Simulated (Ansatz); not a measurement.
**H8InNO2Si2: one species, many methods**

The task here is to estimate one member of a computed series from the others.

Computed with Ansatz 0.2.0, Gaussian basis. Level: functionals in def2-TZVPP, the program's frozen cores in correlated methods.

Plan: LDA (SPW92), PBE-D4, revPBE-D4, BLYP-D4, r2SCAN-D4, B97M-V, PBE0-D4, B3LYP-D4, r2SCANh-D4, r2SCAN0-D4, HSE06-D4, BHLYP-D4, CAM-B3LYP-D4, LC-ωPBE, ωB97X-V, ωB97M-V, B2PLYP, PBE-QIDH; CCSD(T)/def2-SVP; MP2/def2-TZVPP; MP2/def2-QZVPP; RPA on PBE.

**Structure used throughout**

All runs share one geometry, relaxed beforehand with PBE0-D4 in a triple-zeta def2 set. In takes the def2 core potential; no spin-orbit term is included.

14 atoms, charge 0, spin multiplicity 1.

Atoms are counted from 1 here; the program's logs count them from 0.

Bond lengths: N1–In2 1.996 Å, N1–H7 1.010 Å, N1–H8 1.011 Å, In2–O3 1.969 Å, In2–O5 1.969 Å, O3–Si4 1.630 Å, Si4–H9 1.492 Å, Si4–H10 1.490 Å, Si4–H11 1.488 Å, O5–Si6 1.630 Å, Si6–H12 1.490 Å, Si6–H13 1.488 Å, Si6–H14 1.493 Å. Angles: In2–N1–H7 115.0°, In2–N1–H8 115.0°, H7–N1–H8 109.3°, N1–In2–O3 122.3°, N1–In2–O5 122.4°, O3–In2–O5 115.0°, In2–O3–Si4 137.5°, O3–Si4–H9 111.6°, O3–Si4–H10 111.2°, O3–Si4–H11 109.0°, H9–Si4–H10 107.9°, H9–Si4–H11 108.5°, H10–Si4–H11 108.6°, In2–O5–Si6 137.2°, O5–Si6–H12 111.3°, O5–Si6–H13 109.1°, O5–Si6–H14 111.5°, H12–Si6–H13 108.6° and more.

Set-up of the first run:

in.yaml reads:

```yaml
crystal:
  periodic: [false, false, false]
  atoms:
    - {symbol: N, position_ang: [-3.263063, 0.528801, 0.662421]}
    - {symbol: In, position_ang: [-1.335147, 0.254413, 0.222646]}
    - {symbol: O, position_ang: [-0.712833, -1.248029, -0.887735]}
    - {symbol: Si, position_ang: [0.709241, -1.930711, -1.297441]}
    - {symbol: O, position_ang: [0.095897, 1.336293, 1.034990]}
    - {symbol: Si, position_ang: [1.719762, 1.436844, 0.940162]}
    - {symbol: H, position_ang: [-3.912397, 0.187482, -0.032430]}
    - {symbol: H, position_ang: [-3.513203, 1.473989, 0.917749]}
    - {symbol: H, position_ang: [1.685918, -1.881566, -0.170200]}
    - {symbol: H, position_ang: [1.323286, -1.238974, -2.465571]}
    - {symbol: H, position_ang: [0.477177, -3.355390, -1.657897]}
    - {symbol: H, position_ang: [2.375465, 0.508701, 1.903134]}
    - {symbol: H, position_ang: [2.140149, 2.828107, 1.259185]}
    - {symbol: H, position_ang: [2.209748, 1.100040, -0.429011]}
basis:
  gaussian: {orbitals: def2-TZVPP}
hamiltonian: {xc: lda}
output: {orbitals: {seedname: orbitals}}
```

On the command line:

```sh
ansatz run in.yaml --threads 4 --pin off --events-out ev --progress --plain --max-ram 11315MiB
```

Steps of the session up to this table: LDA; PBE-D4 (GGA); revPBE-D4 (GGA); BLYP-D4 (GGA); r2SCAN-D4 (meta-GGA); B97M-V (meta-GGA); PBE0-D4 (hybrid); B3LYP-D4 (hybrid); r2SCANh-D4 (hybrid); r2SCAN0-D4 (hybrid); HSE06-D4 (hybrid); BHLYP-D4 (hybrid); CAM-B3LYP-D4 (range-separated); LC-ωPBE (range-separated); ωB97X-V (range-separated); ωB97M-V (range-separated); B2PLYP (double hybrid); PBE-QIDH (double hybrid).

One of the session's tables, all rows but one given; the rest of the session is left out.

It belongs to the step «Frontier levels by functional». 

```
  functional  HOMO (eV)  LUMO (eV)  gap (eV)
 LDA (SPW92)      -6.83      -3.12      3.71
      PBE-D4      -6.64      -2.83      3.81
   revPBE-D4      -6.57      -2.70      3.87
     BLYP-D4      -6.52      -2.79      3.73
   r2SCAN-D4          ?          ?         ?
      B97M-V      -7.03      -2.81      4.22
     PBE0-D4      -8.03      -1.91      6.12
    B3LYP-D4      -7.79      -2.23      5.56
  r2SCANh-D4      -7.46      -2.25      5.21
  r2SCAN0-D4      -8.25      -1.77      6.48
    HSE06-D4      -7.63      -2.28      5.34
    BHLYP-D4      -9.33      -1.07      8.26
CAM-B3LYP-D4      -9.45      -0.98      8.47
     LC-ωPBE     -10.84       0.34     11.17
     ωB97X-V     -10.47       0.11     10.58
     ωB97M-V     -10.40      -0.14     10.26
```

Q: Estimate the row for r2SCAN-D4 from the others.

Worked estimate for «HOMO (eV)». Against the share of exact exchange, r2SCANh-D4 (0.1, -7.46), r2SCAN0-D4 (0.25, -8.25) give a slope of -5.27 per unit share; at 0 the line stands at -6.93.

The run gave: HOMO (eV): -6.94; LUMO (eV): -2.58; gap (eV): 4.36. In «HOMO (eV)» the line misses by +0.01.
